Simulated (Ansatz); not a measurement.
Co2Pd: equation of state with PBEsol

The system is Co2Pd.

```
Pd Co
1.0
     2.63793    0.00000    0.00000
    -1.31897    2.28451    0.00000
     0.00000    0.00000    6.31934
Pd Co
1 2
Direct
  0.00000 0.00000 0.00000
  0.66667 0.33333 0.34978
  0.33333 0.66667 0.65022
```

The cell comes from a database or a generator and needn't be the stable form of this composition.

```yaml
Program: Ansatz 0.2.0
Task: equation of state
Functional: PBEsol
Potentials_or_basis: all-electron LAPW, scalar-relativistic
Basis_error_allowed: 0.001 eV/atom
k_mesh: 12 × 12 × 4
Occupations: fermi-dirac, width 0.05 eV
Spin: collinear spin, ferromagnetic start
Starting_moments: "[0.0, 2.0, 2.0] μB"
```

The equilibrium volume is 12.02 Å³/atom. The bulk modulus at fixed shape and positions is 220 GPa and the pressure derivative of the bulk modulus is 4.9.

Energy against volume, from the lowest point:
```csv
volume (Å³/atom),energy (meV/atom)
11.933,0.00
12.187,1.10
12.440,9.00
12.694,22.89
12.948,42.07
13.202,65.91
13.456,93.86
```

All runs of the series together: 3.2 min on 4 threads of Arm Neoverse V1 (shared host).

Caveat: the cell was scaled at fixed shape and fractional positions, which overstates the stiffness of a crystal with free parameters, most of all of layers and chains.
